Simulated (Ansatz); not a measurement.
# BF2HSe: the cost of one run

Program: Ansatz 0.2.0 through its Python package. Level of theory: B3LYP/def2-TZVP. These are calculated values, not measurements.

### 1 The system

Bond lengths: F1–B2 1.503 Å, B2–F3 1.460 Å, B2–Se4 2.045 Å, Se4–H5 1.591 Å. Angles: F1–B2–F3 120.4°, F1–B2–Se4 118.4°, F3–B2–Se4 121.2°, B2–Se4–H5 88.2°.

The script reads bf2hse.xyz:

```xyz
5

F     0.88880   -1.62490   -0.01260
B     0.03560   -0.45780    0.39700
F    -1.15750   -0.66580    1.21200
Se    0.61140    1.41760   -0.18200
H    -0.32850    1.25710   -1.45580
```

### 2 Script

spin_bf2hse.py reads:

```python
"""Gap between spin states of BF2HSe at one geometry."""

import ansatz as az

system = az.Crystal.molecule_from_extxyz("bf2hse.xyz")

calc = (
    system.calculation()
    .basis(gaussian="def2-TZVP")
    .functional("b3lyp")
    .accuracy("medium")
)
found = {}
for unpaired in [0, 2, 4]:
    r = calc.spin("collinear", total=unpaired).run().report
    s = unpaired / 2
    found[unpaired] = r["free_energy_ev"]
    print(f"2S+1 = {unpaired + 1}: E = {found[unpaired]:.5f} eV, <S^2> = {abs(r['mean_field']['state']['spin_squared']):.3f} (pure state {s * (s + 1):.2f})")
lowest = min(found, key=found.get)
for unpaired, e in found.items():
    print(f"multiplicity {unpaired + 1}: {96.485332 * (e - found[lowest]):.1f} kJ/mol above the lowest")
```

### 3 What the engine is handed

The engine receives this input (first run):

```yaml
crystal:
  periodic: [false, false, false]
  atoms:
    - { symbol: F, position_ang: [0.8888, -1.6249, -0.0126] }
    - { symbol: B, position_ang: [0.0356, -0.4578, 0.397] }
    - { symbol: F, position_ang: [-1.1575, -0.6658, 1.212] }
    - { symbol: Se, position_ang: [0.6114, 1.4176, -0.182] }
    - { symbol: H, position_ang: [-0.3285, 1.2571, -1.4558] }
accuracy: medium
basis:
  gaussian:
    orbitals: def2-TZVP
hamiltonian:
  xc: b3lyp
magnetization:
  spin_polarized: true
  initial_magnetization: 0.0
```

### 4 Running it

Launch:

```bash
> python spin_bf2hse.py
```

**Question.** How long does this script take on 1 thread of Arm Neoverse V2, shared host, and how much memory does it need?

About 29 s, with a peak of 0.45 GiB.
